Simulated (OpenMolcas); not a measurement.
# Cu⁴⁺ among point charges: CASSCF and CASPT2 levels and susceptibility

Aim: the splitting of the states of Cu⁴⁺ in the field of 6 point charges, its lowest levels with spin-orbit coupling and its magnetic susceptibility.

Program: OpenMolcas 26.06. Level of theory: state-averaged CASSCF and CASPT2, spin-orbit coupling by RASSI with atomic mean-field integrals. These are calculated values, not measurements, unless marked.

### 1 The system

| Item | Value |
| --- | --- |
| Species | Cu⁴⁺ (copper, Z = 29, 25 electrons) |
| Basis | ANO-RCC-VDZP [5s4p2d1f], 34 functions |
| Scalar Hamiltonian | DKH2, point nucleus |
| Inactive shells | 1s 2s 2p 3s 3p |
| Active space | 7 electrons in 5 orbitals (3d) |
| Some configurations of this space | 3d7 |
| Orbitals | optimised for each spin and parity, averaged over all roots |

Outer shells as boxes (Hund's rule):

3d7
```
3d [↑↓][↑↓][↑ ][↑ ][↑ ]
```

The ion sits among 6 point charges of -1.1 e arranged as a trigonal antiprism (D3d), 1.9 Å from the ion, with a polar angle of 63.0° against the regular 54.74°.

The work runs as a chain of OpenMolcas steps in one folder; each step below is one input file. Labels, J, g values, rates, χT and fits are worked out afterwards by a script from the matrices that RASSI stores. The input lists half of the charges; inversion (Group=XYZ) makes the rest.

### 2 Basis and integrals

Contents of a.inp:

```
&GATEWAY
Coord
1

Cu 0.0 0.0 0.0
Basis=ANO-RCC-VDZP
Group=XYZ
NoMove
AngMom=0.0 0.0 0.0
AMFI
XField
3 Angstrom 0
0.000000 1.692098 0.864179 -1.100000
1.465400 -0.846049 0.864179 -1.100000
1.465400 0.846049 -0.864179 -1.100000
&SEWARD
```

Launch:

```sh
$ OMP_NUM_THREADS=1 MOLCAS_MEM=1689 MOLCAS_PROJECT=a pymolcas a.inp > a.log
```

### 3 Reference wave functions, quartets of even parity, 10 roots

Contents of a.inp:

```
&RASSCF
FileOrb=start.orb
Symmetry=1
Spin=4
nActEl=7 0 0
Inactive=3 6
Ras2=5 0
CIRoot=10 10 1
SDav=10
CIMx=300
Iter=120 100
PrWF=0.3
OrbListing=Nothing
MaxOrb=0
>>> COPY $Project.JobIph JOB001
```

start.orb holds the contracted functions of the basis, ordered by shell, or the orbitals of the step before.

### 4 Reference wave functions, doublets of even parity, 40 roots

Contents of a.inp:

```
&RASSCF
FileOrb=start.orb
Symmetry=1
Spin=2
nActEl=7 0 0
Inactive=3 6
Ras2=5 0
CIRoot=40 40 1
SDav=40
CIMx=300
Iter=120 100
PrWF=0.3
OrbListing=Nothing
MaxOrb=0
>>> COPY $Project.JobIph JOB002
```

### 5 State interaction with spin-orbit coupling

Contents of a.inp:

```
&RASSI
NrOfJobIphs=2 10 40
1 2 3 4 5 6 7 8 9 10
1 2 3 4 5 6 7 8 9 10 11 12 13 14 15 16 17 18 19 20 21 22 23 24 25 26 27
28 29 30 31 32 33 34 35 36 37 38 39 40
IphNames
JOB001
JOB002
EJob
SpinOrbit
DIPRint=1.0
SOCoupling=1000.0
Subsets=2
Property=9
'ANGMOM' 1 'ANGMOM' 2 'ANGMOM' 3 'MLTPL  1' 1 'MLTPL  1' 2 'MLTPL  1' 3
'AMFI' 1 'AMFI' 2 'AMFI' 3
SOProperty=3
'ANGMOM' 1 'ANGMOM' 2 'ANGMOM' 3
```

### 6 CASPT2: IPEA 0.25, imaginary shift 0.1 (closed shells correlated: 3s 3p)

Contents of a.inp:

```
>>> COPY JOB001 $Project.JobIph
&CASPT2
Multistate=10 1 2 3 4 5 6 7 8 9 10
NoMult
Frozen=2 3
IPEA=0.25
Imaginary=0.1
MaxIter=60
WThr=0.0 0.3 0.05
PrWF=0.5
NoMix
>>> COPY JOB002 $Project.JobIph
&CASPT2
Multistate=40 1 2 3 4 5 6 7 8 9 10 11 12 13 14 15 16 17 18 19 20 21 22
23 24 25 26 27 28 29 30 31 32 33 34 35 36 37 38 39 40
NoMult
Frozen=2 3
IPEA=0.25
Imaginary=0.1
MaxIter=60
WThr=0.0 0.3 0.05
PrWF=0.5
NoMix
```

(Steps that only read results are left out.)

**Question.** What will these runs give? Wanted: spin-free ground state; first state of the same spin within the active space; lowest level; next level.

The runs gave:

| quantity | value |
| --- | --- |
| method | SS-CASPT2, IPEA 0.25, imaginary shift 0.1 (closed shells correlated: 3s 3p) |
| spin-free ground state | 4E, 2-fold in its orbital part |
| first state of the same spin within the active space | 4A2 at 177 cm⁻¹ |
| lowest level | 2-fold E1/2, g = 1.40, 6.18, 6.18 |
| next level | 215.7 cm⁻¹ |
| χT at 300 K | 4.91 cm³ K/mol |
| effective moment at 300 K | 6.27 μB |

Cost by method:

| method | time of its own steps | time with the reference |
| --- | --- | --- |
| A. CASSCF | 8.3 s | 8.3 s |
| B. SS-CASPT2, IPEA 0.25, imaginary shift 0.1, +3s 3p | 2.5 s | 11 s |

Times are of one thread on a shared host.

**Reading.** The spin-free ground state (4E) comes to 100 % from free-ion F terms and keeps the highest spin of the shell. χT at 300 K is 4.91, against 1.88 cm³ K/mol for the spin alone, so orbital moment adds to it. An active space of the d shell alone favours high spin; real ions in strong fields can be low spin. CASPT2 does not keep the components of a term degenerate, and the means are used. The field of point charges can differ much from that of real complexes. With metal d orbitals alone active, the gaps between spin states are rough; where two lie within a few thousand cm-1, their order is open. This is an electrostatic model: the charges have no orbitals.
